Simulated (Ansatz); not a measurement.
# CH5BrO2Si: the cost of one run

The runs use Ansatz 0.2.0, Gaussian basis; the settings change from run to run.

## Step 1: The relaxed structure

An earlier PBE0-D4 in a triple-zeta def2 set relaxation fixed the geometry.

SMILES `O[SiH2]C(O)Br`, 10 atoms, charge 0, spin multiplicity 1.

Atoms are counted from 1 here; the program's logs count them from 0.

Bond lengths: O1–Si2 1.646 Å, O1–H6 0.961 Å, Si2–C3 1.895 Å, Si2–H7 1.482 Å, Si2–H8 1.482 Å, C3–O4 1.368 Å, C3–Br5 2.032 Å, C3–H9 1.088 Å, O4–H10 0.965 Å. Angles: Si2–O1–H6 115.2°, O1–Si2–C3 106.2°, O1–Si2–H7 105.3°, O1–Si2–H8 114.4°, C3–Si2–H7 109.6°, C3–Si2–H8 109.3°, H7–Si2–H8 111.8°, Si2–C3–O4 115.1°, Si2–C3–Br5 102.2°, Si2–C3–H9 116.8°, O4–C3–Br5 111.3°, O4–C3–H9 108.3°, Br5–C3–H9 102.2°, C3–O4–H10 109.3°.

## Step 2: RPA/ANO-RCC-VTZP

This run has charge -1, multiplicity 2, restricted open-shell orbitals, atoms shaken by 0.15 Å, correlated electrons set to all, high accuracy.

File in.yaml:

```yaml
crystal:
  periodic: [false, false, false]
  atoms:
    - {symbol: O, position_ang: [-1.562660, -0.760471, 0.941659]}
    - {symbol: Si, position_ang: [-0.339742, -0.711985, -0.555873]}
    - {symbol: C, position_ang: [0.758504, 0.561263, -0.137576]}
    - {symbol: O, position_ang: [1.617971, 0.279930, 0.599258]}
    - {symbol: Br, position_ang: [-0.196362, 2.082086, 0.190301]}
    - {symbol: H, position_ang: [-1.964966, 0.045299, 0.888504]}
    - {symbol: H, position_ang: [0.292150, -1.960167, -0.723398]}
    - {symbol: H, position_ang: [-1.337049, -0.408258, -1.765310]}
    - {symbol: H, position_ang: [1.407219, 1.006467, -1.290207]}
    - {symbol: H, position_ang: [1.174972, 0.062990, 1.596746]}
basis:
  gaussian: {orbitals: ANO-RCC-VTZP}
total_charge: -1
magnetization: {spin_polarized: false, initial_magnetization: 1}
hamiltonian: {xc: {name: PBE}}
correlation: {method: rpa, electrons: all}
accuracy: high
```

On the command line:

```console
> ansatz run in.yaml --threads 4 --pin off --events-out ev --progress --plain --max-ram 10444MiB
```

Q: Estimate wall time and peak memory on 4 threads of Arm Neoverse V2, shared host.

About 3.8 min, with a peak of 3.8 GiB.
